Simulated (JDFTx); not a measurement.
# SZnBrH in JDFTx: single point with PBEsol

Aim: the single point of SZnBrH with PBEsol.

Everything below comes from runs of JDFTx 1.7.0 (patched build). Logs are shortened: lines on timing, memory, paths and dates and some standing lists are left out, and cuts for length are marked. The log counts tension as positive stress, the text compression.

## Step 1: The structure

The cell holds a molecule in a box, 4 atoms: a = 11.000 Å, b = 14.000 Å, c = 11.000 Å, α = 90.00°, β = 90.00°, γ = 90.00°.

## Step 2: Single point, PBEsol

File ZnHSBr.in:

```
lattice \
   20.7869873709     0.0000000000     0.0000000000 \
    0.0000000000    26.4561657448     0.0000000000 \
    0.0000000000     0.0000000000    20.7869873709
coords-type Lattice
ion S      0.4275954500     0.6015607100     0.4173909100 1
ion Zn     0.5008681800     0.4753178600     0.5025000000 1
ion Br     0.5747681800     0.3431321400     0.5887909100 1
ion H      0.4984227300     0.6598678600     0.4839454500 1

ion-species pseudo/S.upf
ion-species pseudo/Zn.upf
ion-species pseudo/Br.upf
ion-species pseudo/H.upf
elec-cutoff 42
elec-ex-corr gga-PBEsol
kpoint-folding 1 1 1
elec-n-bands 17
electronic-minimize nIterations 100 energyDiffThreshold 1e-07
coulomb-interaction Isolated
coulomb-truncation-embed 0.501182 0.501500 0.503091
core-overlap-check none
forces-output-coords Cartesian

dump-name run.$VAR
dump End Ecomponents EigStats BandEigs Kpoints Forces Dipole
```

Potentials or basis: PseudoDojo-SR-PBEsol-0.4.1-standard with smoothed tails.

Launch:

```
$ jdftx -c 1 -i ZnHSBr.in -o ZnHSBr.out
```

Standard output:

```text
*************** JDFTx 1.7.0 (patched build) ***************

Input parsed successfully to the following command list (including defaults):
[... the input with its defaults ...]

---------- Setting up symmetries ----------

Found 16 point-group symmetries of the bravais lattice
Found 1 space-group symmetries with basis
Applied RMS atom displacement 0 bohrs to make symmetries exact.

---------- Initializing the Grid ----------
R =
[       20.787            0            0  ]
[            0      26.4562            0  ]
[            0            0       20.787  ]
unit cell volume = 11431.7
G =
[   0.302265          0          0  ]
[          0   0.237494          0  ]
[          0          0   0.302265  ]
Minimum fftbox size, Smin = [  124  156  124  ]
Chosen fftbox size, S = [  126  160  126  ]

---------- Exchange Correlation functional ----------
Initalized PBEsol GGA exchange.
Initalized PBEsol GGA correlation.

---------- Setting up pseudopotentials ----------
Width of ionic core gaussian charges (only for fluid interactions / plotting) set to 0

Reading pseudopotential file 'pseudo/S.upf':
  'S' pseudopotential, 'PBESOL' functional
  Generated using ONCVPSP code by D. R. Hamann
  6 valence electrons, 2 orbitals, 6 projectors, 1001 radial grid points, with lMax = 2
    3S    l: 0   occupation:  2.0   eigenvalue: -0.631879
    3P    l: 1   occupation:  4.0   eigenvalue: -0.256451
  Core radius for overlap checks: 1.58 bohrs.

Reading pseudopotential file 'pseudo/Zn.upf':
  'Zn' pseudopotential, 'PBESOL' functional
  Generated using ONCVPSP code by D. R. Hamann
  20 valence electrons, 4 orbitals, 6 projectors, 1001 radial grid points, with lMax = 2
    3S    l: 0   occupation:  2.0   eigenvalue: -4.737836
    3P    l: 1   occupation:  6.0   eigenvalue: -3.059602
    3D    l: 2   occupation: 10.0   eigenvalue: -0.373698
    4S    l: 0   occupation:  2.0   eigenvalue: -0.220431
  Core radius for overlap checks: 1.79 bohrs.

Reading pseudopotential file 'pseudo/Br.upf':
  'Br' pseudopotential, 'PBESOL' functional
  Generated using ONCVPSP code by D. R. Hamann
  7 valence electrons, 2 orbitals, 6 projectors, 1001 radial grid points, with lMax = 2
    4S    l: 0   occupation:  2.0   eigenvalue: -0.739906
    4P    l: 1   occupation:  5.0   eigenvalue: -0.288675
  Core radius for overlap checks: 1.88 bohrs.

Reading pseudopotential file 'pseudo/H.upf':
  'H' pseudopotential, 'PBESOL' functional
  Generated using ONCVPSP code by D. R. Hamann
  1 valence electrons, 1 orbitals, 3 projectors, 1001 radial grid points, with lMax = 1
    1S    l: 0   occupation:  1.0   eigenvalue: -0.232696
  Core radius for overlap checks: 0.96 bohrs.

Initialized 4 species with 4 total atoms.

Folded 1 k-points by 1x1x1 to 1 k-points.

---------- Setting up k-points, bands, fillings ----------
No reducable k-points.
Computing the number of bands and number of electrons
Calculating initial fillings.
nElectrons:  34.000000   nBands: 17   nStates: 1

----- Setting up reduced wavefunction bases (one per k-point) -----
average nbasis = 148489.000 , ideal nbasis = 148620.234

---------- Setting up coulomb interaction ----------
Setting up double-sized grid for truncated Coulomb potentials:
R =
[       41.574            0            0  ]
[            0      52.9123            0  ]
[            0            0       41.574  ]
unit cell volume = 91453.4
G =
[   0.151133          0          0  ]
[          0   0.118747          0  ]
[          0          0   0.151133  ]
Chosen fftbox size, S = [  252  320  252  ]
Integer grid location selected as the embedding center:
   Grid: [  63  80  63  ]
   Lattice: [  0.501182  0.5015  0.503091  ]
   Cartesian: [  10.4181  13.2678  10.4577  ]
Constructing Wigner-Seitz cell: 6 faces (6 quadrilaterals, 0 hexagons)
Range-separation parameter for embedded mesh potentials due to point charges: 0.512995 bohrs.
Constructing Wigner-Seitz cell: 6 faces (6 quadrilaterals, 0 hexagons)
Gaussian width for range separation: 2.19031 bohrs.
FFT grid for long-range part: [ 252 320 252 ].
Planning fourier transform ... Done.
Computing truncated long-range part in real space ... Done.
Adding short-range part in reciprocal space ... Done.

---------- Allocating electronic variables ----------
Initializing wave functions:  linear combination of atomic orbitals
S pseudo-atom occupations:   s ( 2 )  p ( 4 )
Zn pseudo-atom occupations:   s ( 2 2 )  p ( 6 )  d ( 10 )
Br pseudo-atom occupations:   s ( 2 )  p ( 5 )
H pseudo-atom occupations:   s ( 1 )
	FillingsUpdate:  mu: -0.142708347  nElectrons: 34.000000
LCAOMinimize: Iter:   0  Etot: -230.6319377558471047  |grad|_K:  2.058e-02  alpha:  1.000e+00
	FillingsUpdate:  mu: -0.149464703  nElectrons: 34.000000
LCAOMinimize: Iter:   1  Etot: -230.6865936763840352  |grad|_K:  2.911e-03  alpha:  5.903e-01  linmin: -3.595e-03  cgtest: -6.246e-03
	FillingsUpdate:  mu: -0.148186558  nElectrons: 34.000000
LCAOMinimize: Iter:   2  Etot: -230.6872615743052961  |grad|_K:  5.841e-04  alpha:  3.841e-01  linmin: -2.821e-03  cgtest:  3.952e-02
	FillingsUpdate:  mu: -0.147548563  nElectrons: 34.000000
LCAOMinimize: Iter:   3  Etot: -230.6873076587730793  |grad|_K:  1.022e-04  alpha:  6.754e-01  linmin:  4.055e-03  cgtest: -5.023e-02
LCAOMinimize: None of the convergence criteria satisfied after 3 iterations.

-------- Electronic minimization -----------
ElecMinimize: Iter:   0  Etot: -230.687307658773165  |grad|_K:  3.079e-04  alpha:  1.000e+00
ElecMinimize: Iter:   1  Etot: -230.789913355420794  |grad|_K:  2.744e-04  alpha:  4.307e-01  linmin: -1.023e-02
ElecMinimize: Iter:   2  Etot: -230.851917893232610  |grad|_K:  1.396e-04  alpha:  3.232e-01  linmin: -6.415e-04
ElecMinimize: Iter:   3  Etot: -230.872252497529701  |grad|_K:  1.092e-04  alpha:  4.134e-01  linmin:  8.291e-04
ElecMinimize: Iter:   4  Etot: -230.883980920593785  |grad|_K:  8.401e-05  alpha:  3.898e-01  linmin:  1.972e-04
ElecMinimize: Iter:   5  Etot: -230.891004607180832  |grad|_K:  6.147e-05  alpha:  3.943e-01  linmin: -2.143e-04
ElecMinimize: Iter:   6  Etot: -230.894586029280447  |grad|_K:  5.506e-05  alpha:  3.754e-01  linmin: -7.380e-05
ElecMinimize: Iter:   7  Etot: -230.896447141287126  |grad|_K:  4.097e-05  alpha:  2.432e-01  linmin: -2.476e-05
ElecMinimize: Iter:   8  Etot: -230.897751192382117  |grad|_K:  3.475e-05  alpha:  3.077e-01  linmin: -3.530e-05
ElecMinimize: Iter:   9  Etot: -230.898473180928562  |grad|_K:  2.531e-05  alpha:  2.368e-01  linmin: -3.077e-06
ElecMinimize: Iter:  10  Etot: -230.898981416726940  |grad|_K:  1.892e-05  alpha:  3.142e-01  linmin:  7.204e-07
[... 7 lines left out ...]
ElecMinimize: Iter:  18  Etot: -230.899609907568532  |grad|_K:  1.714e-06  alpha:  2.868e-01  linmin:  9.139e-07
ElecMinimize: Iter:  19  Etot: -230.899612179300192  |grad|_K:  1.247e-06  alpha:  3.063e-01  linmin:  3.658e-07
ElecMinimize: Iter:  20  Etot: -230.899613388648845  |grad|_K:  9.331e-07  alpha:  3.083e-01  linmin: -8.337e-06
ElecMinimize: Iter:  21  Etot: -230.899614046370857  |grad|_K:  7.450e-07  alpha:  2.993e-01  linmin: -1.261e-08
ElecMinimize: Iter:  22  Etot: -230.899614411792641  |grad|_K:  6.027e-07  alpha:  2.608e-01  linmin: -2.115e-05
ElecMinimize: Iter:  23  Etot: -230.899614661613441  |grad|_K:  4.732e-07  alpha:  2.724e-01  linmin: -7.803e-05
ElecMinimize: Iter:  24  Etot: -230.899614819990290  |grad|_K:  3.633e-07  alpha:  2.801e-01  linmin: -7.177e-05
ElecMinimize: Iter:  25  Etot: -230.899614931142224  |grad|_K:  2.731e-07  alpha:  3.335e-01  linmin:  1.308e-05
ElecMinimize: Iter:  26  Etot: -230.899614993654382  |grad|_K:  2.198e-07  alpha:  3.321e-01  linmin:  4.417e-05
ElecMinimize: Iter:  27  Etot: -230.899615031464634  |grad|_K:  1.646e-07  alpha:  3.100e-01  linmin: -4.763e-05
ElecMinimize: Converged (|Delta Etot|<1.000000e-07 for 2 iters).
Setting wave functions to eigenvectors of Hamiltonian
WARNING: the partial cores' own exchange and correlation, taken off the total, pulls at atoms by up to 5.9e-04 Eh/a0
   and adds -0.000 GPa to the pressure: cores overlap, or the grid is coarse for them. See exc-core.

# Ionic positions in lattice coordinates:
ion S   0.427595450000000   0.601560710000000   0.417390910000000 1
ion Zn   0.500868180000000   0.475317860000000   0.502500000000000 1
ion Br   0.574768180000000   0.343132140000000   0.588790910000000 1
ion H   0.498422730000000   0.659867860000000   0.483945450000000 1

# Forces in Cartesian coordinates:
force S  -0.000357710050716  -0.010323163418474   0.000342813487850 1
force Zn   0.000828636152764   0.000089117406253   0.000978315339006 1
force Br  -0.003479002034337   0.007714900250297  -0.004049353190837 1
force H   0.003372984035655   0.002706618857373   0.003225961582412 1

# Energy components:
   Eewald =       74.9277536235260300
       EH =      273.1388714250994667
     Eloc =     -610.1808801043029007
      Enl =      -44.2680854063059925
      Exc =      -30.7661496924331530
 Exc_core =        5.3587215416480971
       KE =      100.8901535813038350
-------------------------------------
     Etot =     -230.8996150314646343

IonicMinimize: Iter:   0  Etot: -230.899615031464634  |grad|_K:  4.335e-03
IonicMinimize: None of the convergence criteria satisfied after 0 iterations.

#--- Lowdin population analysis ---
# oxidation-state S -0.535
# oxidation-state Zn +1.177
# oxidation-state Br -0.520
# oxidation-state H +0.163

Dumping 'run.eigStats' ...
	eMin: -4.818065 at state 0 ( [ +0.000000 +0.000000 +0.000000 ] spin 0 )
	HOMO: -0.239481 at state 0 ( [ +0.000000 +0.000000 +0.000000 ] spin 0 )
	mu  : unavailable
	LUMO: unavailable
	eMax: -0.239481 at state 0 ( [ +0.000000 +0.000000 +0.000000 ] spin 0 )
	HOMO-LUMO gap: unavailable
	Optical gap  : unavailable
Done!
[note: without smearing the FillingsUpdate lines are those of the first guess, not of the final state]
```

It took 4.5 min on 1 thread of Arm Neoverse V2, shared host; peak memory 1.2 GiB.

Results:

```
Free energy     : -6283.0986 eV
Loewdin charges : S -0.54; Zn +1.18; Br -0.52; H +0.16 e
```

Caveat: the atomic charges don't sum to the cell's charge; the cores' own exchange energy is taken off the total, which shifts forces and pressure where cores overlap.
